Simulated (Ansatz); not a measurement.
# C2H6Ga (SMILES C[Ga]C) at UMP2/6-31G(d) (spherical functions)

What is the vertical ionisation energy of C2H6Ga at UMP2/6-31G* (spherical functions)? 

The calculation is run with Ansatz 0.2.0.

70 further runs of the same task are left out: 1 that didn't finish, 69 set aside as unsound or not needed.

## Step 1: The system as given

C2H6Ga has 9 atoms, charge 0, and is taken as a doublet. As SMILES, `C[Ga]C`. The shape is that of a PBE0-D4/def2-TZVP optimisation.

Bond lengths: C1–Ga2 1.998 Å, Ga2–C3 1.998 Å, C1–H4 1.095 Å, C1–H5 1.095 Å, C1–H6 1.089 Å, C3–H7 1.089 Å, C3–H8 1.095 Å, C3–H9 1.095 Å. Some angles: C1–Ga2–C3 118.1°, Ga2–C1–H4 108.6°, Ga2–C1–H5 108.9°, Ga2–C1–H6 113.3°, Ga2–C3–H7 113.3°, Ga2–C3–H8 108.8°, Ga2–C3–H9 108.7°, H4–C1–H5 107.9°, H4–C1–H6 109.0°, H5–C1–H6 109.1°.

## Step 2: The energy at UMP2/6-31G(d) (spherical functions)

The input, in.yaml:

```yaml
basis:
  gaussian:
    orbitals: 6-31G_st_-spherical.json
crystal:
  periodic: [false, false, false]
  atoms:
    - {symbol: C, position_ang: [-1.246620, 1.163020, 0.175280]}
    - {symbol: Ga, position_ang: [0.456630, 0.385560, 0.873010]}
    - {symbol: C, position_ang: [1.273950, -1.139610, -0.126050]}
    - {symbol: H, position_ang: [-2.014290, 0.382510, 0.177460]}
    - {symbol: H, position_ang: [-1.092470, 1.479700, -0.861100]}
    - {symbol: H, position_ang: [-1.602690, 2.011340, 0.758180]}
    - {symbol: H, position_ang: [2.201980, -1.496820, 0.318200]}
    - {symbol: H, position_ang: [1.469380, -0.822030, -1.155250]}
    - {symbol: H, position_ang: [0.554120, -1.963680, -0.159730]}
magnetization:
  spin_polarized: true
  initial_magnetization: 1
accuracy: high
correlation:
  method: mp2
  frozen_orbitals: {C: 1, Ga: 9, H: 0}
```

The basis set 6-31G* is read from a file made from the Basis Set Exchange's data (not shown).

The run is started by

```console
$ ansatz run in.yaml --threads 1 --pin off --max-ram 3480MiB --events-out events.jsonl --progress --plain --runs-dir runs
```

Standard output:

```text
Warning: RAYON_NUM_THREADS=1 ignored (pool sized by the plan → 1); use --threads N
Functional definition: HF
  name "HF"
  exchange = exact_x
  correlation = 0
1662 factors; integrals over basis functions are off by at most 4.7e-9 eV
mean field evaluation 1: about -54478.7502 eV, gradient 2.0e1 eV
mean field evaluation 2: about -54478.8053 eV, gradient 2.0e1 eV
mean field evaluation 4: about -54481.4103 eV, gradient 2.3e0 eV
mean field evaluation 8: about -54481.5011 eV, gradient 1.9e-1 eV
mean field evaluation 16: about -54481.5024 eV, gradient 8.8e-8 eV
mean field -54481.50236546 eV, -2002.1582830421 hartree, gradient 8.8e-8 eV, S^2 0.755469; 0 other end points of the search recorded, 0 dependent functions left out
11 core orbitals not correlated: weight in the atoms' cores, before any rotation towards them, 1.000 or more for the frozen orbitals, at most 0.000 for the correlated occupied ones
reference -54481.50236546 eV, -2002.1582830421 hartree; 14, 13 occupied and 47, 48 virtual orbitals, 1662 factors
second order -13.32648309 eV of doubles, -0.00000000 eV of singles
Total energy: -54494.82884855 eV, -2002.6480222627 hartree
```

Run time: 2.8 s. Hardware: 1 thread of Arm Neoverse V2, shared host; peak memory 0.24 GiB.

## Step 3: The singlet cation at the same level

in.yaml: that of step 2 with these lines changed.

```diff
@@ -15,6 +15,3 @@
     - {symbol: H, position_ang: [0.554120, -1.963680, -0.159730]}
-magnetization:
-  spin_polarized: true
-  initial_magnetization: 1
-accuracy: high
+total_charge: 1
 correlation:
@@ -22 +19,2 @@
   frozen_orbitals: {C: 1, Ga: 9, H: 0}
+accuracy: high
```

The basis set 6-31G* is read from a file made from the Basis Set Exchange's data (not shown).

The run is started by

```console
$ ansatz run in.yaml --threads 1 --pin off --max-ram 3480MiB --events-out events.jsonl --progress --plain --runs-dir runs
```

Standard output:

```text
Warning: RAYON_NUM_THREADS=1 ignored (pool sized by the plan → 1); use --threads N
[... 4 set-up lines as earlier in the session ...]
1662 factors; integrals over basis functions are off by at most 4.7e-9 eV
mean field evaluation 1: about -54470.5145 eV, gradient 4.0e1 eV
mean field evaluation 2: about -54470.5665 eV, gradient 4.0e1 eV
mean field evaluation 4: about -54474.8250 eV, gradient 3.1e0 eV
mean field evaluation 8: about -54474.8612 eV, gradient 1.8e-4 eV
mean field -54474.86123562 eV, -2001.9142260218 hartree, gradient 1.9e-8 eV, S^2 0.000000; 0 other end points of the search recorded, 0 dependent functions left out
11 core orbitals not correlated: weight in the atoms' cores, before any rotation towards them, 1.000 or more for the frozen orbitals, at most 0.000 for the correlated occupied ones
reference -54474.86123562 eV, -2001.9142260218 hartree; 13, 13 occupied and 48, 48 virtual orbitals, 1662 factors
second order -13.30336419 eV of doubles, -0.00000000 eV of singles
Total energy: -54488.16459981 eV, -2002.4031156386 hartree
```

Run time: 2.4 s. Hardware: 1 thread of Arm Neoverse V2, shared host; peak memory 0.18 GiB.

## Step 4: Summary of results

Level: UMP2/6-31G* (spherical functions), 11 core orbitals frozen.

```
                                                    quantity           value
                                doublet C2H6Ga: total energy  -2002.64802 Eh
doublet C2H6Ga: correlation energy (11 core orbitals frozen)      -489.7 mEh
           doublet C2H6Ga: ⟨S²⟩ of the reference determinant           0.755
                                singlet cation: total energy  -2002.40312 Eh
singlet cation: correlation energy (11 core orbitals frozen)      -488.9 mEh
          vertical ionisation energy (to the singlet cation)        6.664 eV
```

In words: The vertical ionisation energy comes to 6.66 eV (154 kcal/mol). Only the singlet of the ionised species was computed; a triplet could lie lower.
